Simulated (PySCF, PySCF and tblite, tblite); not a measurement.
# C₅H₈BNS: a path driven as rotation about a bond, and NMR exchange, part 2 of 2

PySCF and tblite. Atoms count from 0. The steps go on from the part before.

## 9. Barriers, rates and exchange

What the job is given:

```
{"job": {"smiles": "Bn1ccc(SC)c1", "charge": 0, "mult": 1, "motion": "rotation", "what": "aryl ether", "atoms": [4, 5], "drives": [{"terms": [["t", [3, 4, 5, 6], 0.5], ["t", [7, 4, 5, 6], 0.5]], "by": 180, "n": 12}], "study": "path", "level": {"kind": "nmr", "xc": "PBE0", "basis": "pcSseg-1"}, "fields": [90, 250, 300], "first": 3, "seed": 283, "kind": "path"}, "charge": 0, "multiplicity": 1}
B     -2.982212     1.017624     0.621356
N     -1.674101     0.615504     0.288584
C     -1.207431     0.306268    -0.973438
C      0.101204    -0.040896    -0.915526
C      0.489155     0.052227     0.457497
S      2.059642    -0.270986     1.169591
C      3.021036    -0.766857    -0.291401
C     -0.610615     0.452109     1.155678
H     -3.774060     1.108897    -0.233294
H     -3.235120     1.246326     1.738423
H     -1.859314     0.360741    -1.822878
H      0.721021    -0.328708    -1.740877
H      2.578064    -1.651055    -0.739799
H      4.018672    -0.995180     0.069872
H      3.063327     0.054392    -1.000651
H     -0.716866     0.633560     2.205451
```

The log of the run:

```text
stationary points (kcal/mol above the start)
  n  kind          group   xTB      DFT    lowest mode
  0  minimum      Cs       0.00     0.00      20.7
  1  saddle       C1       1.58    -0.47     -45.9
  2  minimum      Cs      -0.70    -1.40      51.6

GFN2-xTB energies: T/K, barrier G, reaction G (kcal/mol), k forward, k back (1/s)
 150.00     1.55    -0.59   3.48e+10   4.73e+09
 200.00     1.64    -0.57   1.33e+11    3.2e+10
 250.00     1.76    -0.54   3.03e+11   1.03e+11
 298.15     1.88    -0.51   5.22e+11   2.21e+11
 350.00     2.02    -0.48   7.99e+11   4.02e+11
 400.00     2.17    -0.45   1.09e+12   6.21e+11
 500.00     2.49    -0.39    1.7e+12   1.15e+12

PBE0/pcSseg-1 + D3(BJ) energies: T/K, barrier G, reaction G (kcal/mol), k forward, k back (1/s)
 150.00    -0.50    -1.30   3.36e+13   4.29e+11
 200.00    -0.40    -1.27   2.31e+13   9.42e+11
 250.00    -0.29    -1.24   1.88e+13   1.54e+12
 298.15    -0.17    -1.21   1.66e+13   2.14e+12
 350.00    -0.03    -1.18   1.52e+13   2.78e+12
 400.00     0.12    -1.15   1.44e+13   3.37e+12
 500.00     0.44    -1.09   1.34e+13   4.46e+12
```

Wall time 77 s (1 thread of Arm Neoverse V2, shared host); peak memory 0.86 GiB. This counts the whole study up to here.

Barriers by level (kcal/mol; entropies in cal/(mol K)). Zero-point and thermal terms come from xTB in every row. ΔG‡ leaves symmetry out; the rate counts equivalent paths (a factor of 2); effective ΔG‡, where given, is the barrier that would give that rate by Eyring's equation alone:

```tsv
level	ΔE‡	with zero-point	ΔH‡	ΔS‡	ΔG‡ (298 K)	ΔE of reaction	k at 298 K (1/s)	effective ΔG‡
GFN2-xTB	1.58	1.37	0.93	-3.2	1.88	-0.70	5.2e+11	1.47
PBE0/pcSseg-1 + D3(BJ)	-0.47	-0.67	-1.12	-3.2	-0.17	-1.40	–	–
```

Where the barrier is not positive, the rates in the log have no meaning.

## 10. Shieldings, start: PBE0/pcSseg-1 in dichloromethane

What the job is given:

```
{"job": {"kind": "nmr", "xc": "PBE0", "basis": "pcSseg-1", "solvent": "dichloromethane", "pop": false}, "charge": 0, "multiplicity": 1}
B     -2.982212     1.017624     0.621356
N     -1.674101     0.615504     0.288584
C     -1.207431     0.306268    -0.973438
C      0.101204    -0.040896    -0.915526
C      0.489155     0.052227     0.457497
S      2.059642    -0.270986     1.169591
C      3.021036    -0.766857    -0.291401
C     -0.610615     0.452109     1.155678
H     -3.774060     1.108897    -0.233294
H     -3.235120     1.246326     1.738423
H     -1.859314     0.360741    -1.822878
H      0.721021    -0.328708    -1.740877
H      2.578064    -1.651055    -0.739799
H      4.018672    -0.995180     0.069872
H      3.063327     0.054392    -1.000651
H     -0.716866     0.633560     2.205451
```

The log of the run:

```text
coarse grid: 14168 points
cycle   1  E = -672.5500737661  dE =  1.285e+00  |g| = 2.944e-01  |ddm| = 3.827e+00
cycle   2  E = -672.5570970374  dE = -7.023e-03  |g| = 2.648e-01  |ddm| = 5.761e-01
cycle   3  E = -672.5733577927  dE = -1.626e-02  |g| = 7.729e-02  |ddm| = 2.700e-01
cycle   4  E = -672.5746991945  dE = -1.341e-03  |g| = 2.750e-02  |ddm| = 9.254e-02
cycle   5  E = -672.5748661235  dE = -1.669e-04  |g| = 9.731e-03  |ddm| = 2.893e-02
cycle   6  E = -672.5748889806  dE = -2.286e-05  |g| = 1.589e-03  |ddm| = 9.826e-03
cycle   7  E = -672.5748893824  dE = -4.018e-07  |g| = 6.817e-04  |ddm| = 1.537e-03
final grid: 132968 points
cycle   8  E = -672.6223896345  dE = -3.852e-05  |g| = 9.018e-03  |ddm| = 4.164e-02
cycle   9  E = -672.6223796746  dE =  9.960e-06  |g| = 1.119e-02  |ddm| = 1.828e-02
cycle  10  E = -672.6224102185  dE = -3.054e-05  |g| = 9.511e-04  |ddm| = 1.015e-02
cycle  11  E = -672.6224104052  dE = -1.866e-07  |g| = 2.916e-04  |ddm| = 7.424e-04
cycle  12  E = -672.6224104209  dE = -1.578e-08  |g| = 8.642e-05  |ddm| = 2.714e-04
cycle  13  E = -672.6224104227  dE = -1.733e-09  |g| = 3.611e-05  |ddm| = 1.121e-04
cycle  14  E = -672.6224104230  dE = -3.329e-10  |g| = 7.350e-06  |ddm| = 3.793e-05
converged SCF energy = -672.6224104230

GIAO shielding tensors (ppm)
atom      isotropic    diamagn.    paramagn.     s11        s22        s33       span
  0 B       55.005     193.250    -138.244      7.299     42.186    115.532    108.233
  1 N       32.820     328.687    -295.867    -90.380     -9.966    198.807    289.188
  2 C       50.479     252.427    -201.949    -35.577     62.315    124.699    160.276
  3 C       68.151     252.607    -184.457    -23.034     68.997    158.489    181.523
  4 C       52.039     263.420    -211.382    -22.770     46.841    132.045    154.815
  5 S      547.036    1055.960    -508.925    416.303    464.865    759.938    343.635
  6 C      168.149     251.133     -82.984    154.610    164.518    185.319     30.709
  7 C       59.869     249.312    -189.443    -19.778     78.187    121.198    140.976
  8 H       26.153      29.581      -3.428     24.605     25.464     28.389      3.783
  9 H       26.134      29.791      -3.656     24.461     25.350     28.592      4.131
 10 H       24.437      31.749      -7.311     21.283     24.932     27.097      5.815
 11 H       24.955      33.805      -8.850     21.354     24.390     29.122      7.768
 12 H       28.970      30.376      -1.406     24.228     26.670     36.011     11.783
 13 H       29.310      27.292       2.019     23.996     26.391     37.544     13.548
 14 H       28.946      30.129      -1.182     24.194     26.631     36.014     11.819
 15 H       24.630      32.708      -8.078     20.761     24.630     28.499      7.737
```

Wall time 21 s (1 thread of Arm Neoverse V2, shared host); peak memory 0.89 GiB.

Key values: HOMO -5.89 eV, LUMO -1.29 eV; dipole 2.25 D.

## 11. Single-point energy, saddle of leg 1: PBE0/pcSseg-1 in dichloromethane

What the job is given:

```
{"job": {"kind": "sp", "xc": "PBE0", "basis": "pcSseg-1", "solvent": "dichloromethane", "pop": false}, "charge": 0, "multiplicity": 1}
B     -2.512635     1.371457     0.572833
N     -1.523298     0.454072     0.163778
C     -1.496341    -0.254522    -1.025112
C     -0.395867    -1.042129    -1.069126
C      0.311846    -0.819843     0.152083
S      1.834673    -1.580977     0.628290
C      2.972519    -0.268542     0.073351
C     -0.399931     0.085648     0.874337
H     -3.412955     1.581017    -0.141198
H     -2.398091     1.897323     1.609384
H     -2.280541    -0.129044    -1.745302
H     -0.095502    -1.709474    -1.851899
H      2.858456    -0.120189    -0.996528
H      3.976239    -0.612250     0.299926
H      2.757249     0.648952     0.613110
H     -0.195821     0.498501     1.842073
```

The log of the run:

```text
coarse grid: 14168 points
cycle   1  E = -672.5486257071  dE =  1.264e+00  |g| = 3.012e-01  |ddm| = 3.801e+00
cycle   2  E = -672.5524459799  dE = -3.820e-03  |g| = 2.939e-01  |ddm| = 6.406e-01
cycle   3  E = -672.5728084213  dE = -2.036e-02  |g| = 8.719e-02  |ddm| = 3.217e-01
cycle   4  E = -672.5745326001  dE = -1.724e-03  |g| = 2.992e-02  |ddm| = 1.006e-01
cycle   5  E = -672.5747315767  dE = -1.990e-04  |g| = 8.705e-03  |ddm| = 2.884e-02
cycle   6  E = -672.5747500070  dE = -1.843e-05  |g| = 1.521e-03  |ddm| = 9.447e-03
cycle   7  E = -672.5747504125  dE = -4.055e-07  |g| = 4.344e-04  |ddm| = 1.449e-03
final grid: 132968 points
cycle   8  E = -672.6224057564  dE = -3.541e-05  |g| = 8.891e-03  |ddm| = 3.492e-02
cycle   9  E = -672.6223967734  dE =  8.983e-06  |g| = 1.092e-02  |ddm| = 1.797e-02
cycle  10  E = -672.6224257669  dE = -2.899e-05  |g| = 9.435e-04  |ddm| = 9.863e-03
cycle  11  E = -672.6224259521  dE = -1.852e-07  |g| = 2.766e-04  |ddm| = 7.253e-04
cycle  12  E = -672.6224259662  dE = -1.413e-08  |g| = 8.397e-05  |ddm| = 2.450e-04
cycle  13  E = -672.6224259679  dE = -1.633e-09  |g| = 3.372e-05  |ddm| = 1.055e-04
cycle  14  E = -672.6224259682  dE = -2.847e-10  |g| = 8.052e-06  |ddm| = 4.001e-05
converged SCF energy = -672.6224259682
```

It took 12 s on 1 thread of Arm Neoverse V2, shared host; peak memory 0.68 GiB.

This run: HOMO -6.60 eV, LUMO -1.41 eV; dipole 2.25 D.

## 12. Shieldings, end: PBE0/pcSseg-1 in dichloromethane

What the job is given:

```
{"job": {"kind": "nmr", "xc": "PBE0", "basis": "pcSseg-1", "solvent": "dichloromethane", "pop": false}, "charge": 0, "multiplicity": 1}
B     -2.298032     1.566559     0.534142
N     -1.440048     0.587166     0.001042
C     -1.789988    -0.425287    -0.872657
C     -0.704247    -1.176060    -1.169362
C      0.396431    -0.613747    -0.447166
S      2.020442    -1.260961    -0.522737
C      2.908930    -0.105294     0.558717
C     -0.084310     0.451583     0.250121
H     -3.425593     1.551132     0.228255
H     -1.857575     2.364775     1.265737
H     -2.802202    -0.521151    -1.212269
H     -0.649981    -2.029025    -1.815202
H      2.836086     0.900144     0.154963
H      3.944415    -0.430258     0.566610
H      2.495094    -0.152603     1.561547
H      0.411130     1.135961     0.907992
```

The log of the run:

```text
coarse grid: 14168 points
cycle   1  E = -672.5514520135  dE =  1.287e+00  |g| = 2.950e-01  |ddm| = 3.822e+00
cycle   2  E = -672.5583786292  dE = -6.927e-03  |g| = 2.659e-01  |ddm| = 5.754e-01
cycle   3  E = -672.5750065921  dE = -1.663e-02  |g| = 7.389e-02  |ddm| = 2.649e-01
cycle   4  E = -672.5762045850  dE = -1.198e-03  |g| = 2.828e-02  |ddm| = 8.354e-02
cycle   5  E = -672.5763857565  dE = -1.812e-04  |g| = 9.180e-03  |ddm| = 2.917e-02
cycle   6  E = -672.5764060716  dE = -2.032e-05  |g| = 1.696e-03  |ddm| = 9.341e-03
cycle   7  E = -672.5764065452  dE = -4.736e-07  |g| = 7.437e-04  |ddm| = 1.746e-03
final grid: 132968 points
cycle   8  E = -672.6243925775  dE = -3.958e-05  |g| = 9.036e-03  |ddm| = 3.808e-02
cycle   9  E = -672.6243822435  dE =  1.033e-05  |g| = 1.130e-02  |ddm| = 1.786e-02
cycle  10  E = -672.6244132145  dE = -3.097e-05  |g| = 1.116e-03  |ddm| = 1.004e-02
cycle  11  E = -672.6244134705  dE = -2.560e-07  |g| = 3.497e-04  |ddm| = 9.606e-04
cycle  12  E = -672.6244134963  dE = -2.576e-08  |g| = 9.510e-05  |ddm| = 3.490e-04
cycle  13  E = -672.6244134985  dE = -2.181e-09  |g| = 3.702e-05  |ddm| = 1.183e-04
cycle  14  E = -672.6244134988  dE = -3.486e-10  |g| = 7.794e-06  |ddm| = 4.074e-05
converged SCF energy = -672.6244134988

GIAO shielding tensors (ppm)
atom      isotropic    diamagn.    paramagn.     s11        s22        s33       span
  0 B       56.027     194.417    -138.390      9.272     43.161    115.648    106.376
  1 N       33.479     327.863    -294.385    -93.490     -6.728    200.654    294.144
  2 C       49.813     250.548    -200.735    -34.920     61.418    122.939    157.859
  3 C       65.094     250.808    -185.714    -20.175     65.227    150.230    170.404
  4 C       50.269     263.409    -213.140    -20.787     38.327    133.267    154.054
  5 S      541.258    1056.040    -514.782    397.121    473.927    752.725    355.604
  6 C      167.781     251.525     -83.745    155.683    161.502    186.158     30.475
  7 C       61.085     252.225    -191.141    -12.693     70.216    125.731    138.424
  8 H       26.221      29.806      -3.585     24.904     25.483     28.277      3.373
  9 H       26.158      30.852      -4.693     24.386     25.303     28.786      4.400
 10 H       24.428      30.178      -5.750     21.338     25.199     26.748      5.410
 11 H       24.964      31.479      -6.515     22.017     25.045     27.830      5.813
 12 H       29.100      30.616      -1.516     24.555     26.638     36.106     11.551
 13 H       29.231      27.463       1.768     23.868     26.332     37.493     13.625
 14 H       29.069      30.744      -1.675     24.494     26.605     36.107     11.613
 15 H       24.949      35.013     -10.064     20.458     24.757     29.633      9.174
```

Run time: 21 s. Hardware: 1 thread of Arm Neoverse V2, shared host; peak memory 0.92 GiB.

This run: HOMO -6.01 eV, LUMO -1.24 eV; dipole 1.48 D.

## 13. Second level: PBE0/pcSseg-1 + D3(BJ), IEF-PCM dichloromethane

What the job is given:

```
{"job": {"smiles": "Bn1ccc(SC)c1", "charge": 0, "mult": 1, "motion": "rotation", "what": "aryl ether", "atoms": [4, 5], "drives": [{"terms": [["t", [3, 4, 5, 6], 0.5], ["t", [7, 4, 5, 6], 0.5]], "by": 180, "n": 12}], "study": "path", "level": {"kind": "nmr", "xc": "PBE0", "basis": "pcSseg-1", "wide": true, "solvent": "dichloromethane"}, "fields": [90, 250, 300], "first": 3, "seed": 283, "kind": "pathvar"}, "charge": 0, "multiplicity": 1}
B     -2.982212     1.017624     0.621356
N     -1.674101     0.615504     0.288584
C     -1.207431     0.306268    -0.973438
C      0.101204    -0.040896    -0.915526
C      0.489155     0.052227     0.457497
S      2.059642    -0.270986     1.169591
C      3.021036    -0.766857    -0.291401
C     -0.610615     0.452109     1.155678
H     -3.774060     1.108897    -0.233294
H     -3.235120     1.246326     1.738423
H     -1.859314     0.360741    -1.822878
H      0.721021    -0.328708    -1.740877
H      2.578064    -1.651055    -0.739799
H      4.018672    -0.995180     0.069872
H      3.063327     0.054392    -1.000651
H     -0.716866     0.633560     2.205451
```

The log of the run:

```text
stationary points (kcal/mol above the start)
  n  kind          group   xTB      DFT    lowest mode
  0  minimum      Cs       0.00     0.00      20.7
  1  saddle       C1       1.58     0.01     -45.9
  2  minimum      Cs      -0.70    -1.27      51.6

GFN2-xTB energies: T/K, barrier G, reaction G (kcal/mol), k forward, k back (1/s)
 150.00     1.55    -0.59   3.48e+10   4.73e+09
 200.00     1.64    -0.57   1.33e+11    3.2e+10
 250.00     1.76    -0.54   3.03e+11   1.03e+11
 298.15     1.88    -0.51   5.22e+11   2.21e+11
 350.00     2.02    -0.48   7.99e+11   4.02e+11
 400.00     2.17    -0.45   1.09e+12   6.21e+11
 500.00     2.49    -0.39    1.7e+12   1.15e+12

PBE0/pcSseg-1 + D3(BJ) energies: T/K, barrier G, reaction G (kcal/mol), k forward, k back (1/s)
 150.00    -0.50    -1.30   3.36e+13   4.29e+11
 200.00    -0.40    -1.27   2.31e+13   9.42e+11
 250.00    -0.29    -1.24   1.88e+13   1.54e+12
 298.15    -0.17    -1.21   1.66e+13   2.14e+12
 350.00    -0.03    -1.18   1.52e+13   2.78e+12
 400.00     0.12    -1.15   1.44e+13   3.37e+12
 500.00     0.44    -1.09   1.34e+13   4.46e+12

PBE0/pcSseg-1 + D3(BJ), IEF-PCM dichloromethane energies: T/K, barrier G, reaction G (kcal/mol), k forward, k back (1/s)
 150.00    -0.02    -1.17   6.58e+12   1.29e+11
 200.00     0.08    -1.14   6.79e+12   3.82e+11
 250.00     0.19    -1.11   7.05e+12   7.49e+11
 298.15     0.31    -1.09   7.31e+12   1.17e+12
 350.00     0.46    -1.06   7.56e+12   1.66e+12
 400.00     0.60    -1.03   7.79e+12   2.14e+12
 500.00     0.92    -0.97   8.22e+12   3.11e+12
```

Wall time 2.2 min (1 thread of Arm Neoverse V2, shared host); peak memory 0.92 GiB. This counts the runs that the step sums up.

Barriers by level (kcal/mol; entropies in cal/(mol K)). Zero-point and thermal terms come from xTB in every row. ΔG‡ leaves symmetry out; the rate counts equivalent paths (a factor of 2); effective ΔG‡, where given, is the barrier that would give that rate by Eyring's equation alone:

```tsv
level	ΔE‡	with zero-point	ΔH‡	ΔS‡	ΔG‡ (298 K)	ΔE of reaction	k at 298 K (1/s)	effective ΔG‡
GFN2-xTB	1.58	1.37	0.93	-3.2	1.88	-0.70	5.2e+11	1.47
PBE0/pcSseg-1 + D3(BJ)	-0.47	-0.67	-1.12	-3.2	-0.17	-1.40	–	–
PBE0/pcSseg-1 + D3(BJ), IEF-PCM dichloromethane	0.01	-0.19	-0.63	-3.2	0.31	-1.27	–	–
```

Where the barrier is not positive, the rates in the log have no meaning.

## 14. What came out

The summary covers parts 1 to 2.

| quantity | value |
| --- | --- |
| barrier (GFN2-xTB) | ΔE‡ 1.6 kcal/mol |
| xTB's saddle at PBE0/pcSseg-1 + D3(BJ) | -0.5 kcal/mol from the start, -0.7 with zero-point energy |

On the xTB geometries PBE0/pcSseg-1 + D3(BJ) finds no proper saddle: the saddle lies below the start, so these points are not stationary on its surface, or the level is too crude. No rate or coalescence follows from it. PBE0/pcSseg-1 + D3(BJ), IEF-PCM dichloromethane moves the barrier from -0.5 to 0.0 kcal/mol.
